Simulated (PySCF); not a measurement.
**Yb(BH4)2: other functionals and bases at one geometry**

An exercise on one series of results from a longer session: the logs are not shown, and one member is left open.

Program: PySCF 2.14.0. Level of theory: several levels, as the steps say, no spin–orbit coupling. These are calculated values, not measurements.

1 further run of the same task is left out (for a known fault of the program).

## Starting geometry

11 atoms, charge 0, spin multiplicity 1.

Bond lengths: Yb1–B2 2.523 Å, Yb1–H4 2.365 Å, Yb1–H5 2.365 Å, Yb1–H6 2.366 Å, Yb1–B7 2.523 Å, Yb1–H9 2.365 Å, Yb1–H10 2.365 Å, Yb1–H11 2.366 Å, B2–H3 1.209 Å, B2–H4 1.255 Å, B2–H5 1.255 Å, B2–H6 1.255 Å, B7–H8 1.209 Å, B7–H9 1.255 Å, B7–H10 1.255 Å, B7–H11 1.255 Å. Angles: B2–Yb1–H4 29.5°, B2–Yb1–H5 29.5°, B2–Yb1–H6 29.5°, B2–Yb1–B7 179.8°, B2–Yb1–H9 150.2°, B2–Yb1–H10 150.7°, B2–Yb1–H11 150.5°, H4–Yb1–H5 50.5°, H4–Yb1–H6 50.5°, H4–Yb1–B7 150.3°, H4–Yb1–H9 129.6°, H4–Yb1–H10 179.5°, H4–Yb1–H11 129.0°, H5–Yb1–H6 50.5°, H5–Yb1–B7 150.7°, H5–Yb1–H9 179.5°, H5–Yb1–H10 129.4°, H5–Yb1–H11 129.9° and more.

Geometry (Å):

```mol
B2H8Yb
  3D, bonds by distance, orders not assigned

 11 16  0  0  0  0  0  0  0  0999 V2000
    0.0000   -0.0001    0.7895 Yb  0  0
    2.5230   -0.0000    0.7949 B   0  0
    3.7323   -0.0007    0.7980 H   0  0
    2.0556   -0.5939    1.7975 H   0  0
    2.0596   -0.5724   -0.2214 H   0  0
    2.0584    1.1659    0.8061 H   0  0
   -2.5230    0.0001    0.7949 B   0  0
   -3.7323    0.0008    0.7981 H   0  0
   -2.0555    0.5938    1.7974 H   0  0
   -2.0597    0.5724   -0.2215 H   0  0
   -2.0585   -1.1659    0.8061 H   0  0
  1  2  8  0
  1  4  8  0
  1  5  8  0
  1  6  8  0
  1  7  8  0
  1  9  8  0
  1 10  8  0
  1 11  8  0
  2  3  8  0
  2  4  8  0
  2  5  8  0
  2  6  8  0
  7  8  8  0
  7  9  8  0
  7 10  8  0
  7 11  8  0
M  END
```

Formal oxidation states: Yb +2. Each metal's 14 4f electrons lie in its core potential, so multiplicities, spins and levels count the valence alone. An earlier session relaxed this geometry at PBE0, Yb lcecp-0-SVP with ECP60, B def2-SVP, H def2-SVP (singlet, point group D3).

At PBE0 on the finer grid: E = -87.385127 Eh, frontier levels not given, since the 4f levels lie in the core, Mulliken charge on Yb1 +0.63 e, largest force component 0.007 eV/Å. 

Levels to run: B3LYP; BLYP; PBE0, TZVP. Hardware: 2 threads of Arm Neoverse V1, shared host.

Set-up of the first run:

Contents of run.py (the lines that set the calculation):

```python
mol = gto.M(atom='''
Yb     0.00001    -0.00006     0.78953
B      2.52301    -0.00004     0.79490
H      3.73234    -0.00070     0.79804
H      2.05560    -0.59386     1.79746
H      2.05965    -0.57242    -0.22140
H      2.05840     1.16587     0.80610
B     -2.52301     0.00005     0.79488
H     -3.73234     0.00080     0.79811
H     -2.05551     0.59385     1.79742
H     -2.05968     0.57241    -0.22145
H     -2.05847    -1.16589     0.80606''',
    basis={'Yb': 'lcecp-0-SVP', 'B': 'def2-SVP', 'H': 'def2-SVP'},
    ecp={'Yb': 'lcecp-0-SVP'},
    charge=0, spin=0)
mf = dft.RKS(mol, xc='B3LYP')
mf.grids.atom_grid = (75, 302)  # f atoms: unpruned, at least (60, 302)
mf = mf.density_fit()  # fitting sets: Yb AutoAux, B def2-universal-JKFIT, H def2-universal-JKFIT
mf.conv_tol = 1e-08; mf.max_cycle = 55
mf.kernel(dm0)  # dm0: the density of the relaxed state
```

The run is started by

```sh
$ OMP_NUM_THREADS=2 python run.py
```

Steps of the session up to this table: B3LYP; BLYP; PBE0, TZVP.

One of the session's tables, all rows but one given; the rest of the session is left out.

```
              level  charge on Yb1 (e)  largest force component (eV/Å)
PBE0 (relaxed here)               0.63                            0.01
              B3LYP               0.52                            0.18
               BLYP                  ?                               ?
         PBE0, TZVP               0.95                            0.29
```

**Question.** Estimate the row for BLYP.

As computed: charge on Yb1 (e): 0.36; largest force component (eV/Å): 0.21. In the column «charge on Yb1 (e)» it is the lowest.

The largest leftover force, 0.29 eV/Å with PBE0, TZVP, stands at a geometry relaxed at another level. With 4f in the core, its levels are missing from HOMO and gap, and its count is fixed, so no charge can pass from the ligands into it. Total energies of different levels can't be compared.
